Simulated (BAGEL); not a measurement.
# C2H6Cl2Si (SMILES C[Si](C)(Cl)Cl): a chain of runs

Wanted: the energy (HF/def2-SV(P)), then a single-point energy (NEVPT2(2,2)/def2-SV(P)) of C2H6Cl2Si. 

The results are computed with BAGEL 1.2.2.

1 further run of the same task is left out (set aside as unsound or not needed).

## 1. The structure to begin with

The species is C2H6Cl2Si (11 atoms), meant as a singlet with charge 0. SMILES: `C[Si](C)(Cl)Cl`. One bond was lengthened or shortened from a relaxed shape.

Bond lengths: C1–Si2 1.851 Å, Si2–C3 1.851 Å, Si2–Cl4 2.058 Å, Si2–Cl5 2.058 Å, C1–H6 1.093 Å, C1–H7 1.091 Å, C1–H8 1.093 Å, C3–H9 1.093 Å, C3–H10 1.091 Å, C3–H11 0.929 Å. Some angles: C1–Si2–C3 114.5°, C1–Si2–Cl4 108.6°, C1–Si2–Cl5 108.6°, C3–Si2–Cl4 108.6°, C3–Si2–Cl5 108.6°, Cl4–Si2–Cl5 107.7°, Si2–C1–H6 110.3°, Si2–C1–H7 110.5°, Si2–C1–H8 110.3°, Si2–C3–H9 110.3°.

## 2. The energy at HF/def2-SV(P) (density fitting with svp-jkfit) (run 1)

The input, hf.json:

```json
{ "bagel" : [

{
  "title" : "molecule",
  "basis" : "def2-sv_p_.json",
  "df_basis" : "svp-jkfit",
  "angstrom" : "false",
  "geometry" : [
    { "atom" : "C", "xyz" : [ -2.88198541,  0.19804897,  1.05341649 ] },
    { "atom" : "Si", "xyz" : [ -0.00162705,  0.46346100, -0.91193647 ] },
    { "atom" : "C", "xyz" : [  2.57688535, -1.71803884, -0.00537816 ] },
    { "atom" : "Cl", "xyz" : [ -0.96022843, -0.21914587, -4.61891773 ] },
    { "atom" : "Cl", "xyz" : [  1.32299537,  4.11335363, -0.68758819 ] },
    { "atom" : "H", "xyz" : [ -2.43997847,  0.60575738,  3.02886059 ] },
    { "atom" : "H", "xyz" : [ -4.31851741,  1.53317827,  0.41510480 ] },
    { "atom" : "H", "xyz" : [ -3.65968330, -1.71076339,  0.92846780 ] },
    { "atom" : "H", "xyz" : [  3.16358862, -1.36174987,  1.94213579 ] },
    { "atom" : "H", "xyz" : [  4.20974100, -1.45969438, -1.23855674 ] },
    { "atom" : "H", "xyz" : [  2.03825860, -3.38342235, -0.13587131 ] }
  ]
},
{ "title" : "hf" },
{ "title" : "print", "file" : "orbitals.molden", "orbitals" : "true" }

]}
```

The basis set def2-SV(P) is read from a file made from the Basis Set Exchange's data (not shown).

On the command line:

```bash
$ BAGEL_NUM_THREADS=1 BAGEL hf.json > hf.out
```

Standard output:

```text
* using 1 threads per process

  ===============================================================
  ===============================================================

  *** Geometry ***

  { "atom" : "C", "xyz" : [     -2.881985,      0.198049,      1.053416 ] },
  { "atom" : "Si", "xyz" : [     -0.001627,      0.463461,     -0.911936 ] },
  { "atom" : "C", "xyz" : [      2.576885,     -1.718039,     -0.005378 ] },
  { "atom" : "Cl", "xyz" : [     -0.960228,     -0.219146,     -4.618918 ] },
  { "atom" : "Cl", "xyz" : [      1.322995,      4.113354,     -0.687588 ] },
  { "atom" : "H", "xyz" : [     -2.439978,      0.605757,      3.028861 ] },
  { "atom" : "H", "xyz" : [     -4.318517,      1.533178,      0.415105 ] },
  { "atom" : "H", "xyz" : [     -3.659683,     -1.710763,      0.928468 ] },
  { "atom" : "H", "xyz" : [      3.163589,     -1.361750,      1.942136 ] },
  { "atom" : "H", "xyz" : [      4.209741,     -1.459694,     -1.238557 ] },
  { "atom" : "H", "xyz" : [      2.038259,     -3.383422,     -0.135871 ] },

  Number of auxiliary basis functions:      642

  Since a DF basis is specified, we compute 2- and 3-index integrals:
    o Being stored without compression. Storage requirement is 0.045 GB

  Number of basis functions:       94
  Number of electrons      :       66

    * METHOD: MOLECULE                             0.27

  *** RHF ***

  === Nuclear Repulsion ===
   365.5019061953

      * DIIS with orbital gradients will be used.

  === RHF iteration (def2-sv_p_.json) ===
      0      -1286.65468102          0.01259541           0.10
      1      -1286.79516106          0.00528197           0.09
      2      -1286.81676056          0.00098095           0.10
      3      -1286.81788310          0.00013829           0.10
      4      -1286.81790213          0.00003690           0.10
      5      -1286.81790389          0.00000886           0.10
      6      -1286.81790397          0.00000247           0.10
      7      -1286.81790398          0.00000049           0.09
      8      -1286.81790398          0.00000009           0.10
      9      -1286.81790398          0.00000004           0.10
     10      -1286.81790398          0.00000001           0.10
     11      -1286.81790398          0.00000000           0.09
    * SCF iteration converged.

    * Permanent dipole moment:
           (    0.081972,     0.649398,    -0.740991) a.u.

    * METHOD: HF                                   1.37

    * METHOD: PRINT                                0.01

  ===============================================================
```

Wall time 1.9 s (1 thread of AMD EPYC 9R45 (Zen 5), shared host); peak memory 0.19 GiB.

## 3. The energy at NEVPT2(2,2)/def2-SV(P) (density fitting with svp-jkfit) (run 2)

The input, input.json:

```json
{ "bagel" : [

{
  "title" : "molecule",
  "basis" : "def2-sv_p_.json",
  "df_basis" : "svp-jkfit",
  "angstrom" : false,
  "geometry" : [
    { "atom" : "C", "xyz" : [ -2.88198541,  0.19804897,  1.05341649 ] },
    { "atom" : "Si", "xyz" : [ -0.00162705,  0.46346100, -0.91193647 ] },
    { "atom" : "C", "xyz" : [  2.57688535, -1.71803884, -0.00537816 ] },
    { "atom" : "Cl", "xyz" : [ -0.96022843, -0.21914587, -4.61891773 ] },
    { "atom" : "Cl", "xyz" : [  1.32299537,  4.11335363, -0.68758819 ] },
    { "atom" : "H", "xyz" : [ -2.43997847,  0.60575738,  3.02886059 ] },
    { "atom" : "H", "xyz" : [ -4.31851741,  1.53317827,  0.41510480 ] },
    { "atom" : "H", "xyz" : [ -3.65968330, -1.71076339,  0.92846780 ] },
    { "atom" : "H", "xyz" : [  3.16358862, -1.36174987,  1.94213579 ] },
    { "atom" : "H", "xyz" : [  4.20974100, -1.45969438, -1.23855674 ] },
    { "atom" : "H", "xyz" : [  2.03825860, -3.38342235, -0.13587131 ] }
  ]
},
{ "title" : "hf", "charge" : 0 },
{ "title" : "casscf", "nstate" : 1, "nact" : 2, "nclosed" : 32, "charge" : 0, "active" : [20, 41], "maxiter" : 200, "natocc" : true },
{
  "title" : "nevpt2",
  "nstate" : 1,
  "nact" : 2,
  "nclosed" : 32,
  "charge" : 0,
  "active" : [20, 41],
  "maxiter" : 200,
  "natocc" : true,
  "ncore" : 17
},
{ "title" : "print", "file" : "orbitals.molden", "orbitals" : true }

]}
```

The basis set def2-SV(P) is read from a file made from the Basis Set Exchange's data (not shown).

On the command line:

```bash
$ BAGEL_NUM_THREADS=1 BAGEL input.json > input.out
```

Standard output:

```text
* using 1 threads per process

  ===============================================================
  ===============================================================

  *** Geometry ***

  { "atom" : "C", "xyz" : [     -2.881985,      0.198049,      1.053416 ] },
  { "atom" : "Si", "xyz" : [     -0.001627,      0.463461,     -0.911936 ] },
  { "atom" : "C", "xyz" : [      2.576885,     -1.718039,     -0.005378 ] },
  { "atom" : "Cl", "xyz" : [     -0.960228,     -0.219146,     -4.618918 ] },
  { "atom" : "Cl", "xyz" : [      1.322995,      4.113354,     -0.687588 ] },
  { "atom" : "H", "xyz" : [     -2.439978,      0.605757,      3.028861 ] },
  { "atom" : "H", "xyz" : [     -4.318517,      1.533178,      0.415105 ] },
  { "atom" : "H", "xyz" : [     -3.659683,     -1.710763,      0.928468 ] },
  { "atom" : "H", "xyz" : [      3.163589,     -1.361750,      1.942136 ] },
  { "atom" : "H", "xyz" : [      4.209741,     -1.459694,     -1.238557 ] },
  { "atom" : "H", "xyz" : [      2.038259,     -3.383422,     -0.135871 ] },

  Number of auxiliary basis functions:      642

  Since a DF basis is specified, we compute 2- and 3-index integrals:
    o Being stored without compression. Storage requirement is 0.045 GB

  Number of basis functions:       94
  Number of electrons      :       66

    * METHOD: MOLECULE                             0.28

  *** RHF ***

  === Nuclear Repulsion ===
   365.5019061953

      * DIIS with orbital gradients will be used.

  === RHF iteration (def2-sv_p_.json) ===
      0      -1286.65468102          0.01259541           0.11
      1      -1286.79516106          0.00528197           0.09
      2      -1286.81676056          0.00098095           0.09
      3      -1286.81788310          0.00013829           0.09
      4      -1286.81790213          0.00003690           0.10
      5      -1286.81790389          0.00000886           0.10
      6      -1286.81790397          0.00000247           0.10
      7      -1286.81790398          0.00000049           0.10
      8      -1286.81790398          0.00000009           0.10
      9      -1286.81790398          0.00000004           0.10
     10      -1286.81790398          0.00000001           0.10
     11      -1286.81790398          0.00000000           0.09
    * SCF iteration converged.

    * Permanent dipole moment:
           (    0.081972,     0.649398,    -0.740991) a.u.

    * METHOD: HF                                   1.38

  ---------------------------
      CASSCF calculation
  ---------------------------

    ==== Active orbitals : =====
         Orbital 20
         Orbital 41
    ============================

    * nstate   :      1
    * nclosed  :     32
    * nact     :      2
    * nvirt    :     60
  === CASSCF iteration (def2-sv_p_.json) ===

    * Using the second-order algorithm

      0  0     -1286.81795109     9.34e-06      0.02

      1  0     -1286.81801710     1.63e-05      0.37

      2  0     -1286.81874491     1.09e-04      0.32

      3  0     -1286.82673959     3.55e-04      0.46

      4  0     -1286.82814425     7.23e-04      0.53

      5  0     -1286.82964020     8.09e-05      0.55

      6  0     -1286.82967385     6.23e-06      0.56

      7  0     -1286.82967400     1.02e-06      0.54

      8  0     -1286.82967400     1.94e-07      0.52

      9  0     -1286.82967400     4.09e-08      0.51

     10  0     -1286.82967400     8.85e-09      0.49

    * Second-order optimization converged. *

     guess   0:   closed 1.                   open ..

  === FCI iteration ===

      0  0     -1286.81785475     8.38e-02      0.00
      1  0     -1286.82967373     2.97e-04      0.00
      2  0 *   -1286.82967400     1.33e-15      0.00

     * ci vector, state   0, <S^2> = 0.0000
       2.     0.9975254843
       .2    -0.0703058194

    * METHOD: CASSCF                               5.10

    * freezing 17 orbitals

  === DF-NEVPT2 calculation ===

    * 3-index integral transformation done
    * assembly done

      NEVPT2 correlation energy:   -0.5913052109      0.17

          (+0)     -0.5464070808
          (+0)'    -0.0137428142
          (+1)     -0.0024261331
          (+1)'    -0.0000000000
          (+2)     -0.0001329112
          (-1)     -0.0224504080
          (-1)'     0.0000000000
          (-2)     -0.0061458635

      NEVPT2 total energy:       -1287.4209792092

    * METHOD: NEVPT2                               0.35

    * METHOD: PRINT                                0.02

  ===============================================================
```

Run time: 7.5 s. Hardware: 1 thread of AMD EPYC 9R45 (Zen 5), shared host; peak memory 0.2 GiB.

## 4. Results

| quantity | value |
| --- | --- |
| run 1, HF/def2-SV(P): total energy | -1286.81790 Eh |
| run 1, HF/def2-SV(P): dipole moment | 2.51 D |
| run 1, HF/def2-SV(P): HOMO energy | -11.81 eV |
| run 1, HF/def2-SV(P): LUMO energy | 4.31 eV |
| run 1, HF/def2-SV(P): HOMO–LUMO gap | 16.12 eV |
| run 2, NEVPT2(2,2)/def2-SV(P): total energy | -1287.42098 Eh |
